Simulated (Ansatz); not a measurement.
**SnBrCl3: a ladder of functionals and wavefunction methods**

The task here is to estimate one member of a computed series from the others.

Program: Ansatz 0.2.0, Gaussian basis. Level of theory: functionals in def2-TZVPP, the program's frozen cores in correlated methods. These are calculated values, not measurements.

Levels to be run: LDA (SPW92), PBE-D4, revPBE-D4, BLYP-D4, r2SCAN-D4, B97M-V, PBE0-D4, B3LYP-D4, r2SCANh-D4, r2SCAN0-D4, HSE06-D4, BHLYP-D4, CAM-B3LYP-D4, LC-ωPBE, ωB97X-V, ωB97M-V, B2PLYP, PBE-QIDH; CCSD(T)/def2-SVP; CCSD(T)/def2-TZVPP; MP2/def2-QZVPP; extrapolation to the limit; RPA on PBE.

**The geometry**

All runs share one geometry, relaxed beforehand with PBE0-D4 in a triple-zeta def2 set. Sn takes the def2 core potential; no spin-orbit term is included.

SMILES `[Cl][Sn]([Cl])([Cl])[Br]`, 5 atoms, charge 0, spin multiplicity 1.

Atoms are counted from 1 here; the program's logs count them from 0.

Bond lengths: Cl1–Sn2 2.291 Å, Sn2–Cl3 2.291 Å, Sn2–Cl4 2.291 Å, Sn2–Br5 2.435 Å. Angles: Cl1–Sn2–Cl3 108.9°, Cl1–Sn2–Cl4 108.9°, Cl1–Sn2–Br5 110.1°, Cl3–Sn2–Cl4 108.9°, Cl3–Sn2–Br5 110.1°, Cl4–Sn2–Br5 110.1°.

Set-up of the first run:

File in.yaml:

```yaml
crystal:
  periodic: [false, false, false]
  atoms:
    - {symbol: Cl, position_ang: [-1.054446, -0.276404, 2.009132]}
    - {symbol: Sn, position_ang: [0.008686, -0.029300, -0.004906]}
    - {symbol: Cl, position_ang: [2.081534, -0.995272, 0.128849]}
    - {symbol: Cl, position_ang: [-1.206958, -1.106056, -1.620609]}
    - {symbol: Br, position_ang: [0.221082, 2.333333, -0.553766]}
basis:
  gaussian: {orbitals: def2-TZVPP}
hamiltonian: {xc: lda}
output: {orbitals: {seedname: orbitals}}
```

The run is started by

```sh
ansatz run in.yaml --threads 4 --pin off --events-out ev --progress --plain --max-ram 10444MiB
```

Steps of the session up to this table: LDA; PBE-D4 (GGA); revPBE-D4 (GGA); BLYP-D4 (GGA); r2SCAN-D4 (meta-GGA); B97M-V (meta-GGA); B3LYP-D4 (hybrid); r2SCANh-D4 (hybrid); r2SCAN0-D4 (hybrid); HSE06-D4 (hybrid); BHLYP-D4 (hybrid); CAM-B3LYP-D4 (range-separated); LC-ωPBE (range-separated); ωB97X-V (range-separated); ωB97M-V (range-separated); B2PLYP (double hybrid); PBE-QIDH (double hybrid).

One table of the session follows, with a row left open; its other results are not shown here.

It belongs to the step «Frontier levels by functional». 

```
  functional  HOMO (eV)  LUMO (eV)  gap (eV)
 LDA (SPW92)      -8.12      -4.43      3.68
      PBE-D4      -7.95      -4.11      3.84
   revPBE-D4      -7.90      -4.01      3.89
     BLYP-D4      -7.76      -4.04      3.73
   r2SCAN-D4      -8.33      -3.99      4.35
      B97M-V      -8.40      -3.83      4.57
     PBE0-D4      -9.30      -3.26      6.04
    B3LYP-D4          ?          ?         ?
  r2SCANh-D4      -8.82      -3.67      5.15
  r2SCAN0-D4      -9.55      -3.19      6.36
    HSE06-D4      -8.90      -3.63      5.27
    BHLYP-D4     -10.46      -2.31      8.16
CAM-B3LYP-D4     -10.63      -2.28      8.35
     LC-ωPBE     -12.09      -1.08     11.01
     ωB97X-V     -11.70      -1.17     10.53
     ωB97M-V     -11.53      -1.24     10.29
```

Estimate the missing values for B3LYP-D4.

Worked estimate for «HOMO (eV)». Against the share of exact exchange, BLYP-D4 (0, -7.76), BHLYP-D4 (0.5, -10.46) give a slope of -5.40 per unit share; at 0.2 the line stands at -8.84.

**Answer.** HOMO (eV): -9.01; LUMO (eV): -3.54; gap (eV): 5.47. In «HOMO (eV)» the line misses by +0.17.
